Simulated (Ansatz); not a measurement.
# GaH6NO3: the cost of one run

The runs use Ansatz 0.2.0, Gaussian basis; the settings change from run to run.

### 1 The molecule

An earlier PBE0-D4 in a triple-zeta def2 set relaxation fixed the geometry.

SMILES `[NH3+][Ga-]([OH])([OH])[OH]`, 11 atoms, charge 0, spin multiplicity 1.

Atoms are counted from 1 here; the program's logs count them from 0.

Bond lengths: N1–Ga2 2.084 Å, N1–H6 1.014 Å, N1–H7 1.014 Å, N1–H8 1.014 Å, Ga2–O3 1.810 Å, Ga2–O4 1.810 Å, Ga2–O5 1.810 Å, O3–H9 0.958 Å, O4–H10 0.958 Å, O5–H11 0.958 Å. Angles: Ga2–N1–H6 109.6°, Ga2–N1–H7 109.6°, Ga2–N1–H8 109.7°, H6–N1–H7 109.3°, H6–N1–H8 109.3°, H7–N1–H8 109.3°, N1–Ga2–O3 98.8°, N1–Ga2–O4 98.9°, N1–Ga2–O5 98.8°, O3–Ga2–O4 117.7°, O3–Ga2–O5 117.7°, O4–Ga2–O5 117.7°, Ga2–O3–H9 112.6°, Ga2–O4–H10 112.6°, Ga2–O5–H11 112.6°.

Coordinates:

| atom | x (Å) | y (Å) | z (Å) |
| --- | --- | --- | --- |
| N1 | -1.24882 | 0.55876 | 0.65977 |
| Ga2 | 0.46605 | -0.21189 | -0.23979 |
| O3 | 1.64999 | 0.12067 | 1.08847 |
| O4 | 0.51957 | 0.85591 | -1.70039 |
| O5 | -0.08563 | -1.92084 | -0.46728 |
| H6 | -1.01561 | 0.93449 | 1.57221 |
| H7 | -1.93709 | -0.17818 | 0.76641 |
| H8 | -1.63483 | 1.29700 | 0.08173 |
| H9 | 2.08200 | -0.67414 | 1.40498 |
| H10 | 1.33414 | 1.35740 | -1.76053 |
| H11 | -0.06448 | -2.19627 | -1.38499 |

### 2 B2PLYP/def2-TZVPD

Set apart from the defaults: unrestricted orbitals, finite nuclei.

The input, in.yaml:

```yaml
crystal:
  periodic: [false, false, false]
  atoms:
    - {symbol: N, position_ang: [-1.248824, 0.558758, 0.659772]}
    - {symbol: Ga, position_ang: [0.466053, -0.211888, -0.239793]}
    - {symbol: O, position_ang: [1.649989, 0.120669, 1.088474]}
    - {symbol: O, position_ang: [0.519570, 0.855909, -1.700392]}
    - {symbol: O, position_ang: [-0.085625, -1.920845, -0.467278]}
    - {symbol: H, position_ang: [-1.015612, 0.934486, 1.572215]}
    - {symbol: H, position_ang: [-1.937092, -0.178179, 0.766411]}
    - {symbol: H, position_ang: [-1.634831, 1.296996, 0.081729]}
    - {symbol: H, position_ang: [2.082003, -0.674136, 1.404983]}
    - {symbol: H, position_ang: [1.334144, 1.357398, -1.760527]}
    - {symbol: H, position_ang: [-0.064476, -2.196268, -1.384995]}
basis:
  gaussian: {orbitals: def2-TZVPD, nuclear_model: gaussian}
magnetization: {spin_polarized: true, initial_magnetization: 0}
hamiltonian: {xc: {name: B2PLYP}}
```

Run with:

```bash
$ ansatz run in.yaml --threads 4 --pin off --events-out ev --progress --plain --max-ram 10444MiB
```

What time and memory should one allow on 4 threads of Intel Xeon Platinum 8488C, shared host?

About 8.5 s, with a peak of 1.1 GiB.
